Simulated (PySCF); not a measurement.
**Si3H8O (SMILES [SiH3]O[SiH2][SiH3]) at 3 levels**

Aim: a comparison of 3 runs (PBE/cc-pVDZ, SVWN5/cc-pVDZ, CCSD(T)/cc-pVDZ) of Si3H8O. 

Program for the calculation: PySCF 2.14.0.

1 further run of the same task is left out (set aside as unsound or not needed).

### 1 The system as given

Si3H8O: 12 atoms, total charge 0, spin state singlet. SMILES: `[SiH3]O[SiH2][SiH3]`. The Si3–Si4 distance was set to 2.699 Å, away from the relaxed value.

Bond lengths: Si1–O2 1.634 Å, O2–Si3 1.640 Å, Si1–H5 1.489 Å, Si1–H6 1.484 Å, Si1–H7 1.484 Å, Si3–H8 1.488 Å, Si3–H9 1.488 Å, Si4–H10 1.488 Å, Si4–H11 1.488 Å, Si4–H12 1.489 Å. Some angles: Si1–O2–Si3 145.7°, O2–Si1–H5 109.8°, O2–Si1–H6 109.3°, O2–Si1–H7 109.4°, O2–Si3–H8 108.6°, O2–Si3–H9 108.8°, H5–Si1–H6 109.4°, H5–Si1–H7 109.3°, H6–Si1–H7 109.5°, H8–Si3–H9 108.0°. A long bond or contact: Si3–Si4 2.699 Å.

### 2 The energy at PBE/cc-pVDZ (run 1)

calc.py reads:

```python
from pyscf import gto, dft

mol = gto.M(
    atom='''
Si    -1.756230     4.064319     0.419359
O     -0.950451     1.887921     2.455727
Si     0.276359    -0.932873     2.837830
Si     1.418806    -3.118237    -1.627432
H     -1.236744     3.164998    -2.194889
H     -4.492554     4.617442     0.685999
H     -0.276197     6.395485     0.910309
H     -1.564801    -2.531392     4.238117
H      2.599022    -0.703838     4.406870
H      3.305320    -1.589449    -3.046050
H     -0.878156    -3.412467    -3.223306
H      2.508800    -5.665777    -1.138560
''',
    verbose=3,
    max_memory=1860,
    basis='cc-pvdz',
    spin=0,
    unit='bohr',
)

mf = dft.RKS(mol, xc='pbe')
mf.grids.level = 5
mf.conv_tol = 1e-10
mf.kernel()
if not mf.converged:
    mf = mf.newton().run(mf.mo_coeff, mf.mo_occ)

e_final = mf.e_tot
print(f'total energy: {e_final:.8f} hartree')
```

Started as:

```sh
$ OMP_NUM_THREADS=1 python calc.py
```

Log:

```text
converged SCF energy = -947.97952497497
total energy: -947.97952497 hartree
```

It took 38 s on 1 thread of Intel Xeon Platinum 8259CL at 2.50GHz (Skylake/Cascade Lake), shared host; peak memory 0.58 GiB.

### 3 The energy at SVWN5/cc-pVDZ (run 2)

calc.py reads:

```python
from pyscf import gto, dft

mol = gto.M(
    atom='''
Si    -0.929357     2.150745     0.221915
O     -0.502957     0.999045     1.299515
Si     0.146243    -0.493655     1.501715
Si     0.750800    -1.650100    -0.861200
H     -0.654457     1.674845    -1.161485
H     -2.377357     2.443445     0.363015
H     -0.146157     3.384345     0.481715
H     -0.828057    -1.339555     2.242715
H      1.375343    -0.372455     2.332015
H      1.749100    -0.841100    -1.611900
H     -0.464700    -1.805800    -1.705700
H      1.327600    -2.998200    -0.602500
''',
    verbose=3,
    basis='cc-pvdz',
    max_memory=1860,
)

mf = dft.RKS(mol, xc='svwn')
mf.grids.level = 5
mf.conv_tol = 1e-10
mf.kernel()
if not mf.converged:
    mf = mf.newton().run(mf.mo_coeff, mf.mo_occ)

etot = mf.e_tot
print('E(%s) = %.9f' % ('SVWN5', etot))
```

Started as:

```sh
$ OMP_NUM_THREADS=1 python calc.py
```

Log:

```text
converged SCF energy = -944.439848456526
E(SVWN5) = -944.439848457
```

It took 23 s on 1 thread of Intel Xeon Platinum 8259CL at 2.50GHz (Skylake/Cascade Lake), shared host; peak memory 0.4 GiB.

### 4 The energy at CCSD(T)/cc-pVDZ (run 3)

calc.py reads:

```python
from pyscf import gto, scf, cc

system = gto.Mole()
system.atom = [
    ('Si', (-0.929357, 2.150745, 0.221915)),
    ('O', (-0.502957, 0.999045, 1.299515)),
    ('Si', (0.146243, -0.493655, 1.501715)),
    ('Si', (0.750800, -1.650100, -0.861200)),
    ('H', (-0.654457, 1.674845, -1.161485)),
    ('H', (-2.377357, 2.443445, 0.363015)),
    ('H', (-0.146157, 3.384345, 0.481715)),
    ('H', (-0.828057, -1.339555, 2.242715)),
    ('H', (1.375343, -0.372455, 2.332015)),
    ('H', (1.749100, -0.841100, -1.611900)),
    ('H', (-0.464700, -1.805800, -1.705700)),
    ('H', (1.327600, -2.998200, -0.602500)),
]
system.spin = 0
system.basis = 'cc-pvdz'
system.max_memory = 1860
system.verbose = 4
system.build()

calc0 = scf.RHF(system)
calc0.conv_tol = 1e-10
calc0.kernel()
if not calc0.converged:
    calc0 = calc0.newton().run(calc0.mo_coeff, calc0.mo_occ)

mycc = cc.CCSD(calc0, frozen=16)
mycc.kernel()
e_t = mycc.ccsd_t()
energy = mycc.e_tot + e_t
print('E = %.10f Eh' % energy)
```

Started as:

```sh
$ OMP_NUM_THREADS=1 python calc.py
```

Log:

```text
PySCF version 2.14.0

[... 66 lines left out ...]
converged SCF energy = -946.363543204198
[... 12 lines left out ...]
Init t2, MP2 energy = -946.850701472396  E_corr(MP2) -0.487158268197893
[... 13 lines left out ...]
CCSD converged
[... 2 lines left out ...]
E = -946.9325281335 Eh
```

Run time: 50 s. Hardware: 1 thread of Intel Xeon Platinum 8259CL at 2.50GHz (Skylake/Cascade Lake), shared host; peak memory 0.67 GiB.

### 5 All runs side by side

```csv
run,level,integration grid,frozen core orbitals,energy (Eh),dipole moment (D) of the reference,HOMO energy (eV),LUMO energy (eV),wall time
1,PBE/cc-pVDZ,5,–,-947.979525,0.19,-6.34,-1.04,38 s
2,SVWN5/cc-pVDZ,5,–,-944.439848,0.19,-6.40,-1.27,23 s
3,CCSD(T)/cc-pVDZ,–,16,-946.932528,0.26,-9.90,3.08,50 s
```

### 6 What came out

| quantity | value |
| --- | --- |
| run 3: total energy | -946.93253 Eh |
| run 3: dipole moment (Hartree–Fock density) | 0.26 D |
| run 3: HOMO energy (Hartree–Fock orbitals) | -9.90 eV |
| run 3: LUMO energy (Hartree–Fock orbitals) | 3.08 eV |
| run 3: HOMO–LUMO gap (Hartree–Fock orbitals) | 12.98 eV |
| run 3: correlation energy (16 core orbitals frozen) | -569.0 mEh |
| run 3: (T) correction | -13.05 mEh |
| run 3: T1 diagnostic | 0.012 |

In words: Totals of different functionals can't be ranked against each other. All runs together took 1.8 min, the longest 50 s.
